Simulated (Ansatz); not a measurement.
# AlCu (Pm-3m): relaxation of cell and ions from a Python script

What cell does AlCu (Pm-3m) relax to? A script is to give a relaxation of cell and ions; the system is AlCu (Pm-3m).

Computed with Ansatz 0.2.0 through its Python package. Level of theory: DFT PBEsol, plane waves, PAW.

### 1 The structure

Symmetry: Pm-3m, No. 221, cubic system. Conventional cell: a = 2.998 Å, b = 2.998 Å, c = 2.998 Å, α = 90.00°, β = 90.00°, γ = 90.00°. Al (site symmetry m-3m) has 8 Cu at 2.60 Å as nearest neighbours. Around Cu (site symmetry m-3m) lie 8 Al at 2.60 Å.

The script holds or builds the structure itself.

### 2 The script

The input, run_vcrelax.py:

```python
from pathlib import Path
import warnings

import ansatz
from ase import Atoms
from ase.neighborlist import neighbor_list
import matplotlib.pyplot as plt
import numpy as np
from pymatgen.core import Structure
from scipy.ndimage import map_coordinates

def edges_and_angles(cell):
    cell = np.asarray(cell)
    a, b, c = np.linalg.norm(cell, axis=1)
    cosines = cell[1] @ cell[2] / (b * c), cell[0] @ cell[2] / (a * c), cell[0] @ cell[1] / (a * b)
    return (a, b, c, *np.degrees(np.arccos(cosines)))

warnings.simplefilter('ignore', ansatz.DeckWarning)

lattice = ansatz.Lattice.of(
    (2.997509, 0.0, 0.0),
    (0.0, 2.997509, 0.0),
    (0.0, 0.0, 2.997509),
)
sites = [
    ('Al', (0.0, 0.0, 0.0)),
    ('Cu', (0.5, 0.5, 0.5)),
]
xtal = ansatz.Crystal(lattice=lattice)
for symbol, position in sites:
    xtal = xtal.atom(symbol, position)

setup = (
    xtal.calculation()
    .functional('pbesol')
    .kpoints(mesh=(8, 8, 8))
    .scf(tolerance=1e-05, lower_state_search='light')
    .occupations('gaussian')
    .relax(max_steps=60, cell=True)
    .density()
    .electron_localization_function()
    .output_files(volumetric_format='npy')
)
steps = []


def collect(event):
    if event['event'] == 'relax_step':
        steps.append(event['data'])


res = setup.session().plan().execute(on_event=collect)
summary = res.report
for s in steps:
    flag = '' if s['accepted'] else '  (rejected)'
    print('step %2d  E = %.5f eV  largest force component = %.4f eV/A%s' % (s['step'], s['lagrangian_ev'], s['allowed_force_max_ev_ang'], flag))

first, last = steps[0], steps[-1]
symbols = [site.symbol for site in res.lattice.sites]
print(f'energy gained {first["lagrangian_ev"] - last["lagrangian_ev"]:.4f} eV in {len(steps) - 1} steps')
for label, vectors in (('before', first['cell_ang']), ('after', res.lattice.cell_ang)):
    print(label, 'a b c (A) {:.4f} {:.4f} {:.4f}  angles {:.2f} {:.2f} {:.2f}'.format(*edges_and_angles(vectors)), f' V = {abs(np.linalg.det(vectors)):.3f} A^3')
print('final stress xx yy zz (GPa, compression positive):', np.round(np.diag(summary['stress_gpa']), 3) + 0.0)

print('atom   start x y z (A)              end x y z (A)')
for symbol, a, b in zip(symbols, first['positions_ang'], last['positions_ang']):
    print(f'{symbol:3s}', ' '.join(f'{v:8.4f}' for v in a), '  ', ' '.join(f'{v:8.4f}' for v in b))

fig, (top, bottom) = plt.subplots(2, 1, sharex=True, figsize=(4.5, 4))
top.plot([s['lagrangian_ev'] - last['lagrangian_ev'] for s in steps], 'o-')
top.set_ylabel('E - E(final) (eV)')
bottom.semilogy([max(s['allowed_force_max_ev_ang'], 1e-6) for s in steps], 's-')
bottom.set(xlabel='step', ylabel='largest force (eV/A)')
fig.tight_layout()
fig.savefig('relax.png', dpi=100)

final = Atoms(symbols, positions=last['positions_ang'], cell=res.lattice.cell_ang, pbc=True)
i, j, d = neighbor_list('ijd', final, 4.5)
print('neighbours within 1.2 times the shortest distance of each atom (A)')
for atom in range(len(final)):
    near = [m for m in np.argsort(d) if i[m] == atom]
    shell = [m for m in near if d[m] < 1.2 * d[near[0]]]
    print(f'{symbols[atom]}{atom} ({len(shell)}):', ', '.join(f'{symbols[j[m]]} {d[m]:.3f}' for m in shell))

print(f'free energy      {summary["free_energy_ev"]:.5f} eV')
print(f'per atom         {summary["free_energy_ev"] / len(res.lattice.sites):.5f} eV')
print(f'SCF iterations   {summary["n_iterations"]}  (converged: {summary["converged"]})')

folder = Path(res.write_results('elf'))
elf = np.load(folder / 'elf.npy')
peak = np.unravel_index(elf.argmax(), elf.shape)
print(f'largest ELF {elf.max():.3f} at grid fractions', np.round(np.array(peak) / elf.shape, 3))
for level in (0.2, 0.5, 0.7, 0.8, 0.9):
    print(f'share of the cell with ELF over {level}: {np.mean(elf > level):.3f}')

final = Structure(res.lattice.cell_ang, [s.symbol for s in res.lattice.sites], [s.position_frac for s in res.lattice.sites])
rho = res.density()
total = sum(channel.density_e_per_ang3 for channel in rho.channels[:2])
grid_cell = np.asarray(rho.fft_grid_basis) @ res.lattice.cell_ang
partner = min(final.get_neighbors(final[0], 5.0), key=lambda n: n.nn_distance)
line = np.linspace(final[0].coords, partner.coords, 11)
points = (line @ np.linalg.inv(grid_cell)) * rho.dims
values = map_coordinates(total, points.T, order=3, mode='grid-wrap')
print(f'from {final[0].specie} to {partner.specie}, {partner.nn_distance:.3f} A')
for t, value in zip(np.linspace(0, partner.nn_distance, 11), values):
    print(f'{t:7.3f} A  {value:9.4f} e/A^3')
```

### 3 Launch

Run with:

```
$ python run_vcrelax.py
```

**Question.** What results will this script give? Wanted: free energy; moves of the relaxation; energy gained; last largest force component; relaxed conventional cell; space group at the end; highest ELF outside the cores.

The runs gave:

| quantity | value |
| --- | --- |
| free energy | -7113.6411 eV (-3556.8205 eV/atom) |
| moves of the relaxation | 3 |
| energy gained (ahead of the last change of basis) | 8.6 meV/atom |
| last largest force component | 0.0000 eV/Å |
| relaxed conventional cell | a = 2.958 Å, b = 2.958 Å, c = 2.958 Å, α = 90.00°, β = 90.00°, γ = 90.00° |
| space group at the end | Pm-3m |
| highest ELF outside the cores | 0.56, in the shell around Al |

In words: The volume shrank by 3.9 % over 3 moves, and the space group stayed Pm-3m. Caveats:
- Spin is left out of this run.
- Forces vanish by symmetry, so the ions can't move, and the end may be a saddle.
- The mesh is modest for a metal, so energies can be off by several to tens of meV an atom and pressures by half a GPa or more; differences at equal mesh fare better.
- Energies along a relaxation are free energies. Rows at an unchanged volume are solved on a plane-wave basis chosen afresh for that cell, so the energy jumps there and such rows are no steps of the walk.
- The program warned that this SCF threshold is loose for forces or stresses.
- Densities and potentials on the grid are those of the valence electrons, and inside the cores they hang on the potentials used.
- This cell is a computed structure, which may not be the phase found in nature.
